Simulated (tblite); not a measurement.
# C6H13AsGeN: the cost of one run

Computed with tblite 0.8.0 and PySCF 2.14.0; each step states its level. No surroundings beyond the atoms listed, unless a continuum is named. Atoms count from 0, parts from 1.

### Step 1. Starting point

22 atoms, charge 0, multiplicity 2; geometry: rigid parts in contact. Parts: 1 = atoms 0–15, `C[C@@H]1C[CH2][Ge@H]1[AsH]`, charge 0; 2 = atoms 16–21, `CC#N`, charge 0.

### Step 2. Docking the parts with GFN2-xTB

What the job is given:

```
{"job": {"kind": "dock", "xc": "GFN2-xTB", "basis": "xTB"}, "charge": 0, "multiplicity": 2, "parts": [{"atoms": "0-15", "charge": 0, "multiplicity": 2}, {"atoms": "16-21", "charge": 0, "multiplicity": 1}]}
C      0.655579    -1.762297    -0.641575
C      0.739202    -0.464624     0.131078
C      0.858156     0.801688    -0.725081
C      0.085219     1.821456     0.118828
Ge    -0.920962     0.321580     1.009853
As    -2.992516    -0.317670     0.068031
H      1.562495    -1.926034    -1.225017
H      0.527246    -2.606076     0.035478
H     -0.191602    -1.742811    -1.330420
H      1.557935    -0.509258     0.851316
H      0.338975     0.642890    -1.673011
H      1.886506     1.094199    -0.949663
H      0.741370     2.336882     0.816950
H     -0.449340     2.567489    -0.466036
H     -0.840399     0.384112     2.552225
H     -3.557866    -0.641525     1.427044
C     -1.182415    -4.538898     0.460327
C     -1.575287    -3.465959     1.331472
N     -1.887946    -2.613188     2.024750
H     -2.028231    -5.206519     0.299927
H     -0.856072    -4.130609    -0.495488
H     -0.363380    -5.095712     0.913965
```

Level: GFN2-xTB search for minima from random contacts, gas phase.

Command:

```sh
OMP_NUM_THREADS=1 python cluster_run.py task.json out
```

This one command runs all jobs of the session in turn.

Q: Estimate the wall time of this first job on 1 thread of Arm Neoverse N1, shared host.

About 4.9 min.
